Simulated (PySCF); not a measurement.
**A gas-phase reaction: FH3O2Si + N2O → FH3O3Si + N2**

What reaction energy should one expect for `O[SiH](O)F` + `[N-]=[N+]=O` → `O[Si](O)(O)F` + `N#N`?

Computed with PySCF 2.14.0; each step states its level. No surroundings beyond the atoms listed, unless a continuum is named. Atoms count from 0, parts from 1.

## 1. The system as given

Each species was relaxed by itself at PBE0-D3(BJ)/def2-SVPD.

## 2. Energies of the species: wB97M-D3(BJ)/def2-TZVPD

Job settings and geometry (Å):

```
{"job": {"kind": "react", "xc": "wB97M-D3(BJ)", "basis": "def2-TZVPD"}, "charge": 0, "multiplicity": 1}
-1 FH3O2Si charge 0 multiplicity 1
O      1.298410     0.234850     0.440330
Si    -0.140680    -0.326560    -0.144100
O     -1.356390     0.411440     0.673060
F     -0.191640     0.027060    -1.735630
H      2.098680     0.092080    -0.069810
H     -0.333840    -1.781790    -0.022140
H     -1.288820     1.347740     0.874820

-1 N2O charge 0 multiplicity 1
N      1.146630     0.007880     0.005400
N      0.021860     0.003060    -0.000550
O     -1.154990    -0.001990    -0.006780

+1 FH3O3Si charge 0 multiplicity 1
O      0.692960    -1.447690    -0.119920
Si     0.050440     0.047530     0.066150
O      0.087820     0.856580    -1.357930
O     -1.491070    -0.065990     0.609150
F      0.933360     0.866710     1.160980
H      1.602500    -1.527380    -0.414990
H     -0.240660     1.757670    -1.386110
H     -1.652760    -0.496710     1.451270

+1 N2 charge 0 multiplicity 1
N      0.546270     0.040540    -0.032540
N     -0.546270    -0.040540     0.032540
```

Method: wB97M-D3(BJ)/def2-TZVPD reaction energy of separated species, gas phase.

Command:

```bash
OMP_NUM_THREADS=1 python cluster_run.py task.json out
```

One launch serves the whole session: the jobs run in the order shown.

Log:

```text
species 1 (FH3O2Si)
coarse grid: 29488 points
cycle   1  E = -541.8073520084  dE =  3.215e-01  |g| = 9.866e-01  |ddm| = 1.982e+00
cycle   2  E = -541.7979740432  dE =  9.378e-03  |g| = 1.089e+00  |ddm| = 1.089e+00
cycle   3  E = -541.9777098956  dE = -1.797e-01  |g| = 3.760e-02  |ddm| = 5.356e-01
cycle   4  E = -541.9780594322  dE = -3.495e-04  |g| = 1.043e-02  |ddm| = 5.157e-02
cycle   5  E = -541.9780899464  dE = -3.051e-05  |g| = 3.966e-03  |ddm| = 1.497e-02
cycle   6  E = -541.9780924662  dE = -2.520e-06  |g| = 2.005e-03  |ddm| = 3.963e-03
final grid: 62064 points
cycle   7  E = -541.9780889985  dE =  1.771e-09  |g| = 2.401e-03  |ddm| = 2.972e-03
cycle   8  E = -541.9780886904  dE =  3.080e-07  |g| = 2.849e-03  |ddm| = 2.093e-03
cycle   9  E = -541.9780898214  dE = -1.131e-06  |g| = 3.495e-05  |ddm| = 1.130e-03
cycle  10  E = -541.9780898224  dE = -1.014e-09  |g| = 1.692e-05  |ddm| = 9.711e-05
cycle  11  E = -541.9780898225  dE = -5.718e-11  |g| = 5.005e-06  |ddm| = 1.428e-05
converged SCF energy = -541.9780898225

species 2 (N2O)
coarse grid: 15424 points
cycle   1  E = -184.6618538999  dE =  6.983e-01  |g| = 8.261e-01  |ddm| = 1.717e+00
cycle   2  E = -184.5841309158  dE =  7.772e-02  |g| = 1.134e+00  |ddm| = 9.885e-01
cycle   3  E = -184.7852497734  dE = -2.011e-01  |g| = 1.174e-01  |ddm| = 4.952e-01
cycle   4  E = -184.7864124116  dE = -1.163e-03  |g| = 8.425e-02  |ddm| = 1.014e-01
cycle   5  E = -184.7877137926  dE = -1.301e-03  |g| = 1.003e-02  |ddm| = 4.527e-02
cycle   6  E = -184.7877340955  dE = -2.030e-05  |g| = 1.578e-03  |ddm| = 1.117e-02
cycle   7  E = -184.7877349871  dE = -8.916e-07  |g| = 4.463e-04  |ddm| = 4.009e-03
final grid: 33192 points
cycle   8  E = -184.7877161059  dE = -2.516e-08  |g| = 5.812e-04  |ddm| = 1.928e-03
cycle   9  E = -184.7877159612  dE =  1.447e-07  |g| = 1.087e-03  |ddm| = 7.542e-04
cycle  10  E = -184.7877161769  dE = -2.157e-07  |g| = 4.350e-05  |ddm| = 5.312e-04
cycle  11  E = -184.7877161774  dE = -5.357e-10  |g| = 2.680e-05  |ddm| = 9.346e-05
converged SCF energy = -184.7877161774

species 3 (FH3O3Si)
coarse grid: 34672 points
cycle   1  E = -617.1058486348  dE =  5.788e-01  |g| = 1.108e+00  |ddm| = 2.270e+00
cycle   2  E = -617.1171832487  dE = -1.133e-02  |g| = 1.156e+00  |ddm| = 1.321e+00
cycle   3  E = -617.3178016448  dE = -2.006e-01  |g| = 4.265e-02  |ddm| = 6.269e-01
cycle   4  E = -617.3182023692  dE = -4.007e-04  |g| = 1.473e-02  |ddm| = 4.812e-02
cycle   5  E = -617.3182387365  dE = -3.637e-05  |g| = 9.352e-03  |ddm| = 1.444e-02
cycle   6  E = -617.3182515418  dE = -1.281e-05  |g| = 1.597e-03  |ddm| = 5.363e-03
cycle   7  E = -617.3182520941  dE = -5.523e-07  |g| = 2.059e-04  |ddm| = 1.731e-03
final grid: 73272 points
cycle   8  E = -617.3182577437  dE = -1.677e-07  |g| = 1.567e-04  |ddm| = 2.488e-03
cycle   9  E = -617.3182577489  dE = -5.236e-09  |g| = 9.533e-05  |ddm| = 3.514e-04
cycle  10  E = -617.3182577502  dE = -1.316e-09  |g| = 3.626e-05  |ddm| = 7.107e-05
cycle  11  E = -617.3182577505  dE = -2.759e-10  |g| = 1.106e-05  |ddm| = 3.415e-05
converged SCF energy = -617.3182577505

species 4 (N2)
coarse grid: 10240 points
cycle   1  E = -109.6045720973  dE =  4.457e-02  |g| = 1.682e-01  |ddm| = 1.300e+00
cycle   2  E = -109.6103828486  dE = -5.811e-03  |g| = 7.387e-02  |ddm| = 1.523e-01
cycle   3  E = -109.6112832881  dE = -9.004e-04  |g| = 6.548e-03  |ddm| = 4.575e-02
cycle   4  E = -109.6112974718  dE = -1.418e-05  |g| = 1.069e-03  |ddm| = 1.769e-02
cycle   5  E = -109.6112979521  dE = -4.803e-07  |g| = 2.349e-04  |ddm| = 1.190e-03
final grid: 21984 points
cycle   6  E = -109.6112973091  dE = -3.486e-08  |g| = 7.970e-05  |ddm| = 5.870e-04
cycle   7  E = -109.6112973119  dE = -2.804e-09  |g| = 3.055e-05  |ddm| = 1.419e-04
cycle   8  E = -109.6112973122  dE = -2.827e-10  |g| = 8.408e-06  |ddm| = 5.253e-05
converged SCF energy = -109.6112973122

Reaction energy = -102.996 kcal/mol
```

It took 38 s on 1 thread of Arm Neoverse V1, shared host; peak memory 0.79 GiB.

Species by species (with the dispersion term, which the log's SCF energies lack):

| ν | species | energy (Eh) | HOMO (eV) |
| --- | --- | --- | --- |
| -1 | O[SiH](O)F | -541.98341 | -12.24 |
| -1 | [N-]=[N+]=O | -184.78947 | -12.17 |
| +1 | O[Si](O)(O)F | -617.32498 | -12.44 |
| +1 | N#N | -109.61204 | -14.89 |

## 3. Energies of the species: PBE0-D3(BJ)/def2-TZVPD

The job, as its differences from that of step 2:

```diff
@@ -1,2 +1,2 @@
-{"job": {"kind": "react", "xc": "wB97M-D3(BJ)", "basis": "def2-TZVPD"}, "charge": 0, "multiplicity": 1}
+{"job": {"kind": "react", "xc": "PBE0", "basis": "def2-TZVPD", "disp": "d3bj"}, "charge": 0, "multiplicity": 1}
 -1 FH3O2Si charge 0 multiplicity 1
```

With the program's defaults for keys left out, this is: PBE0-D3(BJ)/def2-TZVPD reaction energy of separated species, gas phase.

Log:

```text
species 1 (FH3O2Si)
coarse grid: 6744 points
cycle   1  E = -541.3220344048  dE =  3.991e-01  |g| = 1.059e+00  |ddm| = 2.070e+00
cycle   2  E = -541.0674589223  dE =  2.546e-01  |g| = 1.614e+00  |ddm| = 1.445e+00
cycle   3  E = -541.5079536784  dE = -4.405e-01  |g| = 5.955e-02  |ddm| = 9.074e-01
cycle   4  E = -541.5083512752  dE = -3.976e-04  |g| = 4.495e-02  |ddm| = 5.509e-02
cycle   5  E = -541.5086398426  dE = -2.886e-04  |g| = 8.894e-03  |ddm| = 2.327e-02
cycle   6  E = -541.5086517806  dE = -1.194e-05  |g| = 1.110e-03  |ddm| = 5.137e-03
cycle   7  E = -541.5086519964  dE = -2.157e-07  |g| = 3.912e-04  |ddm| = 9.464e-04
final grid: 62064 points
cycle   8  E = -541.5104361254  dE = -2.998e-05  |g| = 5.492e-03  |ddm| = 2.438e-02
cycle   9  E = -541.5104296434  dE =  6.482e-06  |g| = 8.228e-03  |ddm| = 6.699e-03
cycle  10  E = -541.5104406171  dE = -1.097e-05  |g| = 3.790e-04  |ddm| = 4.138e-03
cycle  11  E = -541.5104406339  dE = -1.675e-08  |g| = 1.970e-04  |ddm| = 2.428e-04
cycle  12  E = -541.5104406394  dE = -5.573e-09  |g| = 2.824e-05  |ddm| = 1.015e-04
cycle  13  E = -541.5104406395  dE = -1.032e-10  |g| = 3.849e-06  |ddm| = 1.413e-05
converged SCF energy = -541.5104406395

species 2 (N2O)
coarse grid: 3216 points
cycle   1  E = -184.4535295744  dE =  7.159e-01  |g| = 7.390e-01  |ddm| = 1.711e+00
cycle   2  E = -184.1504131627  dE =  3.031e-01  |g| = 1.537e+00  |ddm| = 1.024e+00
cycle   3  E = -184.5235243072  dE = -3.731e-01  |g| = 3.651e-01  |ddm| = 7.202e-01
cycle   4  E = -184.5487842707  dE = -2.526e-02  |g| = 9.413e-02  |ddm| = 2.242e-01
cycle   5  E = -184.5504312316  dE = -1.647e-03  |g| = 6.997e-03  |ddm| = 4.642e-02
cycle   6  E = -184.5504383484  dE = -7.117e-06  |g| = 2.067e-03  |ddm| = 4.688e-03
final grid: 33192 points
cycle   7  E = -184.5460659893  dE =  2.287e-05  |g| = 1.443e-02  |ddm| = 4.924e-02
cycle   8  E = -184.5457695927  dE =  2.964e-04  |g| = 4.136e-02  |ddm| = 2.669e-02
cycle   9  E = -184.5461037650  dE = -3.342e-04  |g| = 2.920e-03  |ddm| = 2.052e-02
cycle  10  E = -184.5461052737  dE = -1.509e-06  |g| = 4.856e-04  |ddm| = 1.401e-03
cycle  11  E = -184.5461053113  dE = -3.757e-08  |g| = 8.087e-05  |ddm| = 2.521e-04
cycle  12  E = -184.5461053127  dE = -1.420e-09  |g| = 1.161e-05  |ddm| = 7.082e-05
cycle  13  E = -184.5461053127  dE = -3.033e-11  |g| = 5.719e-07  |ddm| = 7.494e-06
converged SCF energy = -184.5461053127

species 3 (FH3O3Si)
coarse grid: 7832 points
cycle   1  E = -616.5111969515  dE =  6.646e-01  |g| = 1.210e+00  |ddm| = 2.365e+00
cycle   2  E = -616.2472672395  dE =  2.639e-01  |g| = 1.741e+00  |ddm| = 1.786e+00
cycle   3  E = -616.7522791515  dE = -5.050e-01  |g| = 7.216e-02  |ddm| = 1.108e+00
cycle   4  E = -616.7527077342  dE = -4.286e-04  |g| = 5.894e-02  |ddm| = 6.633e-02
cycle   5  E = -616.7531964740  dE = -4.887e-04  |g| = 5.956e-03  |ddm| = 2.820e-02
cycle   6  E = -616.7532016531  dE = -5.179e-06  |g| = 1.231e-03  |ddm| = 4.333e-03
final grid: 73272 points
cycle   7  E = -616.7554491079  dE = -4.065e-05  |g| = 7.518e-03  |ddm| = 3.232e-02
cycle   8  E = -616.7554377266  dE =  1.138e-05  |g| = 1.113e-02  |ddm| = 9.145e-03
cycle   9  E = -616.7554574726  dE = -1.975e-05  |g| = 5.587e-04  |ddm| = 5.804e-03
cycle  10  E = -616.7554575053  dE = -3.262e-08  |g| = 2.840e-04  |ddm| = 3.542e-04
cycle  11  E = -616.7554575167  dE = -1.144e-08  |g| = 4.324e-05  |ddm| = 1.482e-04
cycle  12  E = -616.7554575170  dE = -2.599e-10  |g| = 8.751e-06  |ddm| = 3.555e-05
converged SCF energy = -616.7554575170

species 4 (N2)
coarse grid: 2128 points
cycle   1  E = -109.4494676216  dE =  1.300e-01  |g| = 1.032e-01  |ddm| = 1.274e+00
cycle   2  E = -109.4509030490  dE = -1.435e-03  |g| = 4.741e-02  |ddm| = 1.012e-01
cycle   3  E = -109.4513265597  dE = -4.235e-04  |g| = 9.129e-03  |ddm| = 3.530e-02
cycle   4  E = -109.4513432269  dE = -1.667e-05  |g| = 5.132e-04  |ddm| = 5.396e-03
cycle   5  E = -109.4513432742  dE = -4.729e-08  |g| = 7.830e-05  |ddm| = 4.406e-04
final grid: 21984 points
cycle   6  E = -109.4466156905  dE = -6.280e-06  |g| = 2.455e-03  |ddm| = 4.519e-02
cycle   7  E = -109.4466163029  dE = -6.124e-07  |g| = 1.535e-03  |ddm| = 2.486e-03
cycle   8  E = -109.4466167712  dE = -4.683e-07  |g| = 4.663e-05  |ddm| = 9.491e-04
cycle   9  E = -109.4466167716  dE = -4.230e-10  |g| = 5.124e-06  |ddm| = 4.840e-05
converged SCF energy = -109.4466167716

Reaction energy = -91.591 kcal/mol
```

It took 17 s on 1 thread of Arm Neoverse V1, shared host; peak memory 0.63 GiB.

Reaction energy at this level: -91.59 kcal/mol.

## 4. Comparing the runs

Energies in kcal/mol, with wall time:

| run | reaction | time |
| --- | --- | --- |
| wB97M-D3(BJ)/def2-TZVPD | -103.0 | 38 s |
| PBE0-D3(BJ)/def2-TZVPD | -91.59 | 17 s |

## 5. Outcome

```
                                                quantity                      value
               reaction energy (wB97M-D3(BJ)/def2-TZVPD)            -103.0 kcal/mol
                     ΔH, ΔG at 298 K (xTB thermal terms)    -102.7, -101.7 kcal/mol
range of the reaction energy over the runs of this table  -103.0 to -91.59 kcal/mol
```

The reaction is exothermic by 102.7 kcal/mol in the gas phase; dispersion gives -0.24, and xTB itself gave -17.24 for the electronic energy (xTB energies and thermal terms come from the earlier relaxation of each species, not shown). No barrier was sought. xTB and this level differ widely in the electronic energy, so what comes from xTB (the thermal terms above all) is less safe here. The reaction energy runs from -103.0 (wB97M-D3(BJ)/def2-TZVPD) to -91.59 kcal/mol (PBE0-D3(BJ)/def2-TZVPD).
